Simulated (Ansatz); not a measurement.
This script drives the Ansatz DFT code, driven from Python.

The script reads `k3pd_k3pd_pm_3m.cif`:
```cif
data_K3Pd
_cell_length_a 5.445013
_cell_length_b 5.445013
_cell_length_c 5.445013
_cell_angle_alpha 90.00000
_cell_angle_beta 90.00000
_cell_angle_gamma 90.00000
_symmetry_space_group_name_H-M 'P 1'
_symmetry_Int_Tables_number 1
loop_
_symmetry_equiv_pos_as_xyz
'x, y, z'
loop_
_atom_site_label
_atom_site_type_symbol
_atom_site_fract_x
_atom_site_fract_y
_atom_site_fract_z
K1 K    0.500000    0.500000    0.000000
K2 K    0.500000    0.000000    0.500000
K3 K    0.000000    0.500000    0.500000
Pd4 Pd    0.000000    0.000000    0.000000
```

The script reads `k3pd_k2pd_p4_mmm.vasp`:
```text
K2Pd
1.0
   5.66708700    0.00000000    0.00000000
   0.00000000    5.66708700    0.00000000
   0.00000000    0.00000000    3.66531600
K Pd
2 1
Direct
   0.00000000    0.50000000    0.50000000
   0.50000000    0.00000000    0.50000000
   0.00000000    0.00000000    0.00000000
```

Input file `k3pd_k.cif`:
```cif
data_K
_cell_length_a 4.524983
_cell_length_b 4.524983
_cell_length_c 4.524983
_cell_angle_alpha 109.47122
_cell_angle_beta 109.47122
_cell_angle_gamma 109.47122
_symmetry_space_group_name_H-M 'P 1'
_symmetry_Int_Tables_number 1
loop_
_symmetry_equiv_pos_as_xyz
'x, y, z'
loop_
_atom_site_label
_atom_site_type_symbol
_atom_site_fract_x
_atom_site_fract_y
_atom_site_fract_z
K1 K    0.000000    0.000000    0.000000
```

The script reads `k3pd_pd_cell.vasp`:
```text
Pd
1.0
   0.00000000    1.94650000    1.94650000
   1.94650000    0.00000000    1.94650000
   1.94650000    1.94650000    0.00000000
Pd
1
Direct
   0.00000000    0.00000000    0.00000000
```

`run_hull.py`:
```python
from collections import Counter
import warnings

import ansatz
from ase.io import read
from pymatgen.analysis.phase_diagram import PDEntry, PhaseDiagram
from pymatgen.core import Composition


def run_phase(name, crystal):
    calc = (
        crystal.calculation()
        .functional('pbesol')
        .basis(460)
        .kpoints(spacing=0.15)
        .occupations('cold', width=0.1)
    )
    calc = calc.relax(force_tolerance=0.02, cell=True)
    return calc.run(threads=1)


def counts(outcome):
    return Counter(site.symbol for site in outcome.lattice.sites)

warnings.simplefilter('ignore')

phases = {}
atoms = read('k3pd_k3pd_pm_3m.cif')
k3pd_pm_3m = ansatz.Crystal.from_ase(atoms)
phases['K3Pd Pm-3m'] = k3pd_pm_3m
atoms = read('k3pd_k2pd_p4_mmm.vasp', format='vasp')
k2pd_p4_mmm = ansatz.Crystal.from_ase(atoms)
phases['K2Pd P4/mmm'] = k2pd_p4_mmm
atoms = read('k3pd_k.cif')
k = ansatz.Crystal.from_ase(atoms)
phases['K'] = k
atoms = read('k3pd_pd_cell.vasp', format='vasp')
pd_cell = ansatz.Crystal.from_ase(atoms)
phases['Pd'] = pd_cell

done = {name: run_phase(name, crystal) for name, crystal in phases.items()}

entries = [PDEntry(Composition(dict(counts(o))), o.report['energy_sigma0_ev'], name=name) for name, o in done.items()]
diagram = PhaseDiagram(entries)
rows = [(e.name, e.composition.get_atomic_fraction('Pd'), diagram.get_form_energy_per_atom(e), diagram.get_e_above_hull(e)) for e in entries]
rows.sort(key=lambda row: row[1])
print('     phase       x(Pd)  E_form (eV/atom)  above hull (eV/atom)')
for row in rows:
    print(f'{str(row[0]):>10}  {row[1]:10.3f}  {row[2]:16.4f}  {row[3]:20.4f}')
print('on the hull of these phases:', ', '.join(row[0] for row in rows if row[3] < 1e-6))
```

It is started by `python run_hull.py`. How long does it take on 1 thread of Arm Neoverse V1, on a shared host, and how much memory does it need?

It took about 2.3 min, with a peak of 0.7 GiB, for 4 runs of the engine.

Output of `python run_hull.py`:
```text
     phase       x(Pd)  E_form (eV/atom)  above hull (eV/atom)
         K       0.000            0.0000                0.0000
K3Pd Pm-3m       0.250            0.2868                0.2868
K2Pd P4/mmm       0.333            0.2200                0.2200
        Pd       1.000            0.0000                0.0000
on the hull of these phases: K, Pd
```

The cells come from databases of deposited and of computed structures, and not all need be stable phases. Differences under 10 to 15 meV an atom lie within the error of mesh and functional, so such verdicts may flip; only the cells listed enter the hull.
